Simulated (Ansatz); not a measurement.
Working through an equation of state with a fit of Pt, space group Fm-3m

Program: Ansatz's Python interface.

Interactive session:
```pycon
>>> import ansatz as az
>>> import numpy as np
>>> from pymatgen.analysis.eos import EOS
>>> vectors0 = np.array([
...     [0.0, 1.9609, 1.9609],
...     [1.9609, 0.0, 1.9609],
...     [1.9609, 1.9609, 0.0],
... ])
>>> sites = [
...     ("Pt", (0.0, 0.0, 0.0)),
... ]
>>> def make_crystal(cell):
...     crystal = az.Crystal(lattice=az.Lattice.of(cell))
...     for symbol, position in sites:
...         crystal = crystal.atom(symbol, position)
...     return crystal
...
>>> # scale the volume, keep shape and fractions
>>> volumes, energies = [], []
>>> for scale in np.linspace(0.9, 1.1, 9):
...     cell = vectors0 * scale ** (1 / 3)
...     job = (
...         make_crystal(cell).calculation()
...         .pseudopotentials("paw")
...         .occupations(az.OccupationsMethod.COLD, width=0.1)
...         .functional("LDA")
...         .basis(500)
...         .kpoints(13, 13, 13)
...     )
...     data = job.run(threads=1).report
...     volumes.append(abs(np.linalg.det(cell)) / len(sites))
...     energies.append(data["free_energy_ev"] / len(sites))
...     print(f"V = {volumes[-1]:8.4f} A^3/atom  F = {energies[-1]:.5f} eV/atom")
...
V =  13.5718 A^3/atom  F = -12244.87311 eV/atom
V =  13.9488 A^3/atom  F = -12244.93391 eV/atom
V =  14.3258 A^3/atom  F = -12244.96855 eV/atom
V =  14.7028 A^3/atom  F = -12244.98089 eV/atom
V =  15.0798 A^3/atom  F = -12244.97425 eV/atom
V =  15.4568 A^3/atom  F = -12244.95149 eV/atom
V =  15.8338 A^3/atom  F = -12244.91505 eV/atom
V =  16.2108 A^3/atom  F = -12244.86705 eV/atom
V =  16.5878 A^3/atom  F = -12244.80931 eV/atom
>>> for form in ["pourier_tarantola"]:
...     fit = EOS(eos_name=form).fit(volumes, energies)
...     print(f"{form:18s} V0 {fit.v0:8.4f} A^3/atom  B0 {fit.b0_GPa:7.1f} GPa  B1 {fit.b1:5.2f}")
...
pourier_tarantola  V0  14.7512 A^3/atom  B0   309.9 GPa  B1  5.22
```

A third-order Birch-Murnaghan fit through the 9 points (the script's own form differs a little) has its minimum at 14.75 Å³ an atom, 2.2 % below the typed cell, with a bulk modulus of 308 GPa and dB/dP = 5.4. From that minimum the energy rises by 107.9 meV an atom on the compressed side and 171.7 meV on the expanded side.

Total energies depend on the potentials; only differences at equal settings carry meaning. No spin polarisation was allowed. For a metal this k-point mesh is coarse: on a finer one energies can move by several to tens of meV an atom and pressures by half a GPa or more, differences at one mesh by less. Spin-orbit coupling, which matters for elements this heavy, is left out. Timing: 12 s on 1 thread of Arm Neoverse V1, on a shared host, peak memory 0.42 GiB.
